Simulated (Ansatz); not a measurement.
# FH6PSi2: up Jacob's ladder to CCSD(T)

The task here is to estimate one member of a computed series from the others.

Method: functionals in def2-TZVPP, the program's frozen cores in correlated methods; program: Ansatz 0.2.0, Gaussian basis.

The runs, in order: LDA (SPW92), PBE-D4, revPBE-D4, BLYP-D4, r2SCAN-D4, B97M-V, PBE0-D4, B3LYP-D4, r2SCANh-D4, r2SCAN0-D4, HSE06-D4, BHLYP-D4, CAM-B3LYP-D4, LC-ωPBE, ωB97X-V, ωB97M-V, B2PLYP, PBE-QIDH; CCSD(T)/def2-SVP; CCSD(T)/def2-TZVPP; MP2/def2-QZVPP; extrapolation to the limit; RPA on PBE.

## The relaxed structure

The geometry comes from an earlier relaxation with PBE0-D4 in a triple-zeta def2 set; it is a stationary point, not always the lowest conformer.

SMILES `F[SiH2]P[SiH3]`, 10 atoms, charge 0, spin multiplicity 1.

Atoms are counted from 1 here; the program's logs count them from 0.

Bond lengths: F1–Si2 1.602 Å, Si2–P3 2.240 Å, Si2–H5 1.485 Å, Si2–H6 1.484 Å, P3–Si4 2.254 Å, P3–H7 1.424 Å, Si4–H8 1.486 Å, Si4–H9 1.485 Å, Si4–H10 1.485 Å. Angles: F1–Si2–P3 107.7°, F1–Si2–H5 106.8°, F1–Si2–H6 108.4°, P3–Si2–H5 114.5°, P3–Si2–H6 109.0°, H5–Si2–H6 110.1°, Si2–P3–Si4 96.1°, Si2–P3–H7 91.9°, Si4–P3–H7 94.9°, P3–Si4–H8 113.0°, P3–Si4–H9 107.2°, P3–Si4–H10 108.8°, H8–Si4–H9 109.2°, H8–Si4–H10 109.2°, H9–Si4–H10 109.3°.

Geometry (Å):

```xyz
10
charge 0, multiplicity 1
F    -1.6587    0.4723    1.9974
Si   -1.0290    1.1108    0.6700
P     1.1368    0.5449    0.6023
Si    0.8527   -1.3562   -0.5753
H    -1.8345    0.6064   -0.4715
H    -1.1407    2.5878    0.7610
H     1.3627    1.3627   -0.5409
H     0.0550   -1.1589   -1.8136
H     0.1518   -2.3213    0.3096
H     2.1872   -1.8999   -0.9360
```

The first run:

in.yaml

```yaml
crystal:
  periodic: [false, false, false]
  atoms:
    - {symbol: F, position_ang: [-1.658695, 0.472306, 1.997380]}
    - {symbol: Si, position_ang: [-1.029045, 1.110825, 0.670047]}
    - {symbol: P, position_ang: [1.136821, 0.544894, 0.602251]}
    - {symbol: Si, position_ang: [0.852747, -1.356162, -0.575298]}
    - {symbol: H, position_ang: [-1.834524, 0.606448, -0.471516]}
    - {symbol: H, position_ang: [-1.140688, 2.587845, 0.760963]}
    - {symbol: H, position_ang: [1.362659, 1.362697, -0.540885]}
    - {symbol: H, position_ang: [0.054960, -1.158890, -1.813642]}
    - {symbol: H, position_ang: [0.151812, -2.321307, 0.309621]}
    - {symbol: H, position_ang: [2.187153, -1.899856, -0.936022]}
basis:
  gaussian: {orbitals: def2-TZVPP}
hamiltonian: {xc: lda}
output: {orbitals: {seedname: orbitals}}
```

Command:

```console
ansatz run in.yaml --threads 2 --pin off --events-out ev --progress --plain --max-ram 4352MiB
```

Among the steps run: LDA; PBE-D4 (GGA); revPBE-D4 (GGA); BLYP-D4 (GGA); r2SCAN-D4 (meta-GGA); B97M-V (meta-GGA); B3LYP-D4 (hybrid); r2SCANh-D4 (hybrid); r2SCAN0-D4 (hybrid); HSE06-D4 (hybrid); BHLYP-D4 (hybrid); CAM-B3LYP-D4 (range-separated); LC-ωPBE (range-separated); ωB97X-V (range-separated); ωB97M-V (range-separated); B2PLYP (double hybrid); PBE-QIDH (double hybrid).

One table of the session follows, with a row left open; its other results are not shown here.

It belongs to the step «Frontier levels by functional». 

| functional | HOMO (eV) | gap (eV) |
| --- | --- | --- |
| LDA (SPW92) | -6.71 | 5.23 |
| PBE-D4 | -6.62 | 5.38 |
| revPBE-D4 | -6.58 | 5.44 |
| BLYP-D4 | -6.46 | 5.39 |
| r2SCAN-D4 | -6.87 | 5.93 |
| B97M-V | -7.03 | 5.92 |
| PBE0-D4 | -7.71 | 7.33 |
| B3LYP-D4 | -7.49 | 6.93 |
| r2SCANh-D4 | -7.27 | 6.63 |
| r2SCAN0-D4 | -7.87 | 7.67 |
| HSE06-D4 | -7.31 | 6.56 |
| BHLYP-D4 | ? | ? |
| CAM-B3LYP-D4 | -8.94 | 9.61 |
| LC-ωPBE | -10.26 | 12.06 |
| ωB97X-V | -9.94 | 11.61 |
| ωB97M-V | -9.76 | 11.16 |

Estimate the missing values for BHLYP-D4.

Worked estimate for «HOMO (eV)». Against the share of exact exchange, BLYP-D4 (0, -6.46), B3LYP-D4 (0.2, -7.49) give a slope of -5.15 per unit share; at 0.5 the line stands at -9.03.

**Answer.** HOMO (eV): -8.65; gap (eV): 9.21. In «HOMO (eV)» the line misses by -0.38.
